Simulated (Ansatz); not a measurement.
CH4BCl, SMILES CBCl, the interaction energy of a dimer with the counterpoise correction

Program: the Ansatz DFT code, driven from Python.

Typed at the interpreter:
```pycon
>>> import ansatz as az
>>> BASIS_SET = "def2-SVPD"
>>> FUNCTIONAL = "hf"
>>> FIRST = [
...     ("C", (-0.5974, 0.3274, -0.1189)),
...     ("B", (0.7604, -0.343, 0.0095)),
...     ("Cl", (1.0498, -1.4847, 1.4047)),
...     ("H", (-1.3669, -0.3849, -0.23)),
...     ("H", (-0.6467, 1.0117, -1.05)),
...     ("H", (-0.8388, 1.0094, 0.7667)),
...     ("H", (1.6399, -0.136, -0.7821)),
... ]
>>> SECOND = [
...     ("C", (-3.3232, -2.4117, -0.313)),
...     ("B", (-4.6673, -2.9666, -0.7548)),
...     ("Cl", (-5.775, -1.9053, -1.745)),
...     ("H", (-2.7257, -2.1511, -1.1417)),
...     ("H", (-2.721, -3.1908, 0.2937)),
...     ("H", (-3.4247, -1.5071, 0.3792)),
...     ("H", (-5.0123, -4.0802, -0.4654)),
... ]
>>> def energy(atoms, ghosts=()):
...     molecule = az.Crystal.molecule()
...     for symbol, xyz in atoms:
...         molecule = molecule.atom(symbol, xyz)
...     calc = (
...         molecule.calculation()
...         .basis(gaussian=BASIS_SET)
...         .functional(FUNCTIONAL)
...     )
...     deck = calc.input()
...     if ghosts:
...         deck = deck.set(az.key.basis.gaussian.ghost_atoms, [{"symbol": s, "position_ang": list(xyz)} for s, xyz in ghosts])
...     return az.Session.from_dict(deck).plan().execute().report["free_energy_ev"]
...
>>> # ghost atoms carry the functions of the partner
>>> both = energy(FIRST + SECOND)

>>> alone = energy(FIRST) + energy(SECOND)
>>> ghosted = energy(FIRST, SECOND) + energy(SECOND, FIRST)
>>> print(f"dimer {both:.6f} eV")
dimer -28530.092759 eV
>>> print(f"interaction, uncorrected   {23.060548 * (both - alone):8.3f} kcal/mol")
interaction, uncorrected      0.533 kcal/mol
>>> print(f"interaction, counterpoise  {23.060548 * (both - ghosted):8.3f} kcal/mol")
interaction, counterpoise     0.983 kcal/mol
>>> print(f"basis-set superposition    {23.060548 * (alone - ghosted):8.3f} kcal/mol")
basis-set superposition       0.450 kcal/mol
```

Uncorrected it is 0.533 kcal/mol, with the counterpoise correction 0.983 kcal/mol; the difference, 0.45 kcal/mol, is the superposition error. In this basis both values are repulsive.

Caveats:
- Total energies depend on the basis set; only differences at equal settings carry meaning.
- The dimer is a generated trial pose of unrelaxed monomers, not a minimum, so the figure is no binding energy, and the basis set is small.
- Hartree-Fock leaves correlation out, so bond, atomisation and ionisation energies come out well too low.
- This level lacks the dispersion part of the attraction (electrostatics and induction are there), which can decide the sign where the interaction is weak.
- Hardware and time: 9.8 s on 1 thread of Arm Neoverse V2 (shared host), peak memory 0.52 GiB.

(Lines on the test bed's own set-up are left out of the output.)
